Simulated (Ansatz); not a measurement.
**CH3FZn: small, medium and large basis sets**

Aim: see how fast density functionals converge with the basis set for CH3FZn.

Computed with Ansatz 0.2.0, Gaussian basis. Level: one geometry, several basis sets.

The runs, in order: PBE0-D4/def2-SVP; ωB97M-V/def2-SVP; PBE0-D4/def2-QZVPP; ωB97M-V/def2-QZVPP; the functionals' def2-TZVPP values are taken from earlier runs.

### 1 The geometry

An earlier PBE0-D4 in a triple-zeta def2 set relaxation fixed the geometry.

6 atoms, charge 0, spin multiplicity 1.

Atoms are counted from 1 here; the program's logs count them from 0.

Bond lengths: C1–Zn2 1.913 Å, C1–H4 1.091 Å, C1–H5 1.091 Å, C1–H6 1.091 Å, Zn2–F3 1.755 Å. Angles: Zn2–C1–H4 110.3°, Zn2–C1–H5 110.3°, Zn2–C1–H6 110.3°, H4–C1–H5 108.6°, H4–C1–H6 108.6°, H5–C1–H6 108.6°, C1–Zn2–F3 180.0°.

### 2 PBE0-D4 in def2-SVP

in.yaml

```yaml
crystal:
  periodic: [false, false, false]
  atoms:
    - {symbol: C, position_ang: [0.465662, -0.419566, 0.405726]}
    - {symbol: Zn, position_ang: [-0.719123, 0.636673, -0.662249]}
    - {symbol: F, position_ang: [-1.805796, 1.605437, -1.641780]}
    - {symbol: H, position_ang: [0.041561, -1.410734, 0.575066]}
    - {symbol: H, position_ang: [1.428114, -0.533812, -0.095858]}
    - {symbol: H, position_ang: [0.631682, 0.057901, 1.372894]}
basis:
  gaussian: {orbitals: def2-SVP}
hamiltonian: {xc: pbe0, dispersion: d4}
output: {orbitals: {seedname: orbitals}}
```

Run with:

```bash
$ ansatz run in.yaml --threads 4 --pin off --events-out ev --progress --plain --max-ram 10444MiB
```

Further steps of the session: ωB97M-V in def2-SVP; PBE0-D4 in def2-QZVPP; ωB97M-V in def2-QZVPP.

**Question.** What will the summary of the whole plan be? Wanted: PBE0-D4: double and triple zeta above quadruple; ωB97M-V: double and triple zeta above quadruple.

**Answer**, as computed:

| quantity | value |
| --- | --- |
| PBE0-D4: double and triple zeta above quadruple | 13.27, 1.45 eV |
| ωB97M-V: double and triple zeta above quadruple | 13.39, 1.41 eV |

**Reading.** For PBE0-D4 the step from double to triple zeta gains 11.82 eV and the next only 1.45 eV. Total energies overstate the basis error of differences, where much of it tends to cancel. The LUMO of ωB97M-V is positive and keeps falling with the basis (1.10 to 0.48 eV): an unbound level that the basis holds in place.
